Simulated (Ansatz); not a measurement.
# LaGa3Pd2: relaxing cell and atoms, part 2 of 2

Wanted: the geometry at rest of LaGa3Pd2 (a database structure at a slightly changed volume), relaxing cell and atoms, and its electronic structure there.

Ansatz 0.2.0; DFT, PBEsol, spin-orbit coupling, plane waves, PAW. Relaxing cell and atoms. The steps go on from the part before.

## (6) How the electrons are shared

By element, from the tables in the log (a charge is positive for electrons lost): Löwdin charges also hold the electrons that the projection spills.

| element | atoms | Bader charge (e) | Bader volume (Å³) | Löwdin charge (e) |
| --- | --- | --- | --- | --- |
| Ga | 3 | +0.03 | 16.2 | -0.50 |
| La | 1 | +1.41 | 21.6 | +0.19 |
| Pd | 2 | -0.74 | 18.6 | +0.77 |

Löwdin charges rest on a small set of atomic orbitals that misses 0.3 % of the electrons, so they need not add up to the cell's charge and can differ from Bader's even in sign.

## (7) Maps of the fields

Maps in the plane spanned by a and b at height 0.000 along c (axes of the input's cell), one cell: a runs left to right (16 points from zero), b bottom to top (16 points), 120° apart. Near the nuclei they are pseudo-fields. The potential's zero is the program's own.

Valence density. Values in e/Å³, 16 rows by 16 columns:
```
 1.50  1.69  1.12  0.37  0.17  0.17  0.22  0.26  0.26  0.22  0.17  0.17  0.37  1.11  1.69  1.50
 1.62  1.12  0.45  0.21  0.21  0.35  0.59  0.75  0.60  0.35  0.21  0.21  0.45  1.11  1.62  1.69
 0.77  0.37  0.21  0.24  0.52  1.53  3.58  3.58  1.53  0.52  0.24  0.21  0.37  0.77  1.11  1.11
 0.24  0.17  0.21  0.52  2.33  7.94 10.90  7.94  2.33  0.52  0.21  0.17  0.24  0.37  0.45  0.37
 0.14  0.17  0.35  1.53  7.94 13.30 13.30  7.94  1.53  0.35  0.17  0.14  0.17  0.21  0.21  0.17
 0.16  0.22  0.59  3.58 10.90 13.30 10.90  3.58  0.60  0.22  0.16  0.17  0.21  0.24  0.21  0.17
 0.18  0.26  0.75  3.58  7.94  7.94  3.58  0.76  0.26  0.18  0.22  0.35  0.52  0.52  0.35  0.22
 0.19  0.26  0.60  1.53  2.33  1.53  0.60  0.26  0.19  0.26  0.60  1.53  2.33  1.53  0.60  0.26
 0.18  0.22  0.35  0.52  0.52  0.35  0.22  0.18  0.26  0.76  3.58  7.94  7.94  3.58  0.75  0.26
 0.16  0.17  0.21  0.24  0.21  0.17  0.16  0.22  0.60  3.58 10.90 13.30 10.90  3.58  0.59  0.22
 0.14  0.17  0.21  0.21  0.17  0.14  0.17  0.35  1.53  7.94 13.30 13.30  7.94  1.53  0.35  0.17
 0.24  0.37  0.45  0.37  0.24  0.17  0.21  0.52  2.33  7.94 10.90  7.94  2.33  0.52  0.21  0.17
 0.77  1.11  1.11  0.77  0.37  0.21  0.24  0.52  1.53  3.58  3.58  1.53  0.52  0.24  0.21  0.37
 1.62  1.69  1.62  1.11  0.45  0.21  0.21  0.35  0.60  0.75  0.59  0.35  0.21  0.21  0.45  1.12
 1.50  1.50  1.69  1.11  0.37  0.17  0.17  0.22  0.26  0.26  0.22  0.17  0.17  0.37  1.12  1.69
 1.35  1.50  1.62  0.77  0.24  0.14  0.16  0.18  0.19  0.18  0.16  0.14  0.24  0.77  1.62  1.50
```

Electrostatic energy of an electron. Ten even steps from '0' (-68.50 eV) to '9' (16.60 eV):
```
5468999999998645
4689998889998644
7899975579998766
9999632369999888
9997300379999999
9985202589999999
9985335899999999
9987678999876789
9999999998533589
9999999985202589
9999999973003799
9888999963236999
7667899975579998
4446899988899986
5546899999999864
9547999999999745
```

Atoms within 0.2 Å of the plane, in fractions of a and b: La at (1.00, 0.00), Pd at (0.33, 0.67), Pd at (0.67, 0.33).

Scans along the contacts give these minima of the density:

| contact | length (Å) | minimum at (fraction) | density (e/Å³) |
| --- | --- | --- | --- |
| Ga1–Pd5 | 2.652 | 0.47 | 0.317 |
| Ga1–Ga2 | 2.682 | 0.50 | 0.261 |

```
fraction  Ga1–Pd5  Ga1–Ga2
     0.2     3.37     3.19
     0.3    0.702    0.663
     0.4     0.36    0.322
     0.5    0.327    0.261
     0.6    0.561    0.322
     0.7     2.01    0.663
     0.8     7.45     3.19
```

(Smooth valence density in e/Å³ at fractions of each contact.)

## (8) What came out

The summary covers parts 1 to 2.

```
                                                 quantity                                                                       value
                                                    moves                                                                           3
                                            energy gained                                                                4.4 meV/atom
                                             largest move                                                                      0.00 Å
                     space group (0.01 Å), before / after                                                             P6/mmm / P6/mmm
                                                     cell  a = 5.363 Å, b = 5.363 Å, c = 4.308 Å, α = 90.00°, β = 90.00°, γ = 120.00°
                                                   volume                                                      17.88 Å³/atom (-2.2 %)
                                      pressure at the end                                                                    0.02 GPa
           formation energy (elements from separate runs)                                                               -0.78 eV/atom
                                                character                                                                       metal
density of states, mean within 0.25 eV of the Fermi level                                                         2.8 per eV per cell
                                            Bader charges                                              Ga +0.03, La +1.41, Pd -0.74 e
                                                  moments                                                                        none
```

The volume shrank by 2.2 %, and the atoms end where they began within the cell; the energy fell by 4.4 meV per atom. The run held to 12 symmetry operations, so a lower structure without them is not ruled out. Bands cross the Fermi level: a metal; within 0.25 eV of the Fermi level the density of states averages 2.8 per eV per cell, mostly Ga p (44 %), La d (25 %) and Pd d (19 %). By Bader's partition La gives up most (+1.41 e) and Pd takes most (-0.74 e). The state carries no moments.

Limits of this run: the k mesh is coarse for a cell without a gap.
